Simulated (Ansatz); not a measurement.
The same path of a periodic cell of 21 atoms, H2C18O (surface graphene monolayer, adsorbate H2O) was run twice with different band settings. Lost on the way: O19–H20. Made: C8–O19, C11–H20.

All numbers below come from DFT LDA, scalar-relativistic, plane waves, PAW (Ansatz). Settings: cutoff 420 eV, k mesh 2x2x1, gaussian smearing 0.02 eV, no spin polarisation.

Relaxed end points:

```xyz
21
Lattice="7.3980 0.0000 0.0000 -3.6990 6.4069 0.0000 0.0000 0.0000 11.0000" Properties=species:S:1:pos:R:3
C 0.037 0.092 0.795
C 1.268 0.804 0.796
C -1.209 2.234 0.795
C 0.038 2.954 0.795
C -2.430 4.378 0.793
C -1.209 5.082 0.791
C 2.490 0.098 0.793
C 3.739 0.819 0.791
C 1.269 2.244 0.796
C 2.490 2.948 0.795
C 0.039 4.363 0.793
C 1.269 5.074 0.794
C 4.969 0.107 0.792
C 6.189 0.813 0.794
C 3.737 2.229 0.793
C 4.969 2.939 0.794
C 2.490 4.369 0.795
C 3.737 5.089 0.794
O 3.286 -0.603 3.782
H 3.428 0.174 4.345
H 2.804 -0.264 3.005
```

```xyz
21
Lattice="7.3980 0.0000 0.0000 -3.6990 6.4069 0.0000 0.0000 0.0000 11.0000" Properties=species:S:1:pos:R:3
C 0.010 -0.090 0.806
C 1.238 0.621 0.840
C -1.210 2.032 0.908
C 0.011 2.717 0.962
C -2.463 4.182 0.845
C -1.245 4.920 0.924
C 2.459 -0.114 0.921
C 3.712 0.613 1.325
C 1.232 2.032 0.906
C 2.491 2.769 0.913
C 0.011 4.184 1.248
C 1.267 4.921 0.930
C 4.965 -0.114 0.928
C 6.182 0.621 0.844
C 3.711 2.079 0.977
C 4.931 2.769 0.915
C 2.485 4.182 0.847
C 3.710 4.895 0.809
O 3.768 0.535 2.778
H 3.706 -2.187 2.371
H 2.976 0.991 3.124
```

Common settings: climbing image yes; spring 5.0 eV/Å²; optimiser quadratic models (default); end points relaxed.

| run | movable images | start path | force threshold | iteration limit |
| --- | --- | --- | --- | --- |
| 1 | 5 | IDPP | 0.05 eV/Å | 26 |
| 2 | 3 | default | 0.2 eV/Å | 25 |

Problem. What does each run give, and how far can it be trusted?

Solution. Run 1: converged after 23 iterations, highest image 2.936 eV above the first end. Neighbouring images differ by up to 2.8 eV, so the band resolves the path poorly. By the program's own check the climbing image is of a kind that is not told: the force calls were inconclusive, a negative curvature could not be distinguished from the path's own, the only one lies far off the path, or fixed occupations may fill a level only in part (lowest curvatures found: -8.46 and 0.53 eV/Å²).
Run 2: converged after 22 iterations, highest image 2.944 eV above the first end. The threshold of 0.2 eV/Å is loose, so the images may lie well off the minimum-energy path. Neighbouring images differ by up to 2.9 eV, so the band resolves the path poorly. The order of the stationary point at the top wasn't checked.
Limits of this set-up: slab without dipole correction, no dispersion correction for a molecule that may bind weakly.
